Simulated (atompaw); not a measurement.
# Ge: the cost of one run

Method: atompaw 4.2.0.5, PBE, scalar-relativistic.

### 1 Starting point

Typed settings, in words:

```
element                 : germanium (Ge, Z = 32)
type                    : PAW
frozen core             : [Ar]
valence charge          : 14
reference configuration : 3d10 4s2 4p2
partial waves           : 4s (bound): rc 1.85 bohr; 4s channel at 2.8 Ry: rc 1.85 bohr; 4p (bound): rc 2.10 bohr; 4p channel at 0.9 Ry: rc 2.10 bohr; 3d (bound): rc 0.70 bohr; 3d channel at -1.65 Ry: rc 0.70 bohr
local potential         : vpsmatchnc scheme with l = 3 at -0.5 Ry, radius 1.95 bohr
core correction         : smooth core density matched at 1.75 bohr
augmentation charge     : gaussian compensation charge, radius 2.00 bohr; PAW radius 2.10 bohr; waves and projectors: custom rrkj gramschmidtortho
```

The outer shells as boxes (Hund's rule for the drawing; the calculation is spin-unpolarised):

```
[Ar] core
3d [↑↓][↑↓][↑↓][↑↓][↑↓]
4s [↑↓]
4p [↑ ][↑ ][  ]
```

The nodes and maxima of the atom's own shells, from an earlier all-electron run, set the scale for the radii.

All-electron outer shells of the reference configuration (PBE, scalar-relativistic, ld1.x):

```csv
shell,level (eV),outermost node (bohr),outermost maximum (bohr)
3s,-168.49,0.26,0.54
3p,-115.62,0.23,0.54
3d,-29.31,–,0.50
4s,-11.73,0.77,1.75
4p,-3.90,0.82,2.22
```

### 2 The generation run

Ge.input reads:

```
Ge 32
GGA-PBE scalarrelativistic loggrid 1500 logderivrange -4 5 226
4 4 3 0 0 0
4 1 2
0 0 0
c
c
c
v
c
c
v
v
2
2.10 2.00 1.95 1.75
y
2.8
n
y
0.9
n
y
-1.65
n
custom rrkj gramschmidtortho gaussian
3 -0.5 vpsmatchnc
1.85
1.85
2.10
2.10
0.70
0.70
PWSCFOUT
UPFDX 0.0125d0 UPFXMIN -7.d0 UPFZMESH 32.d0
END
```

Launch:

```
$ atompaw < Ge.input > Ge.log
```

**Question.** How long does this run take on 1 thread of AMD EPYC 9R45, shared host?

About 5.9 s.
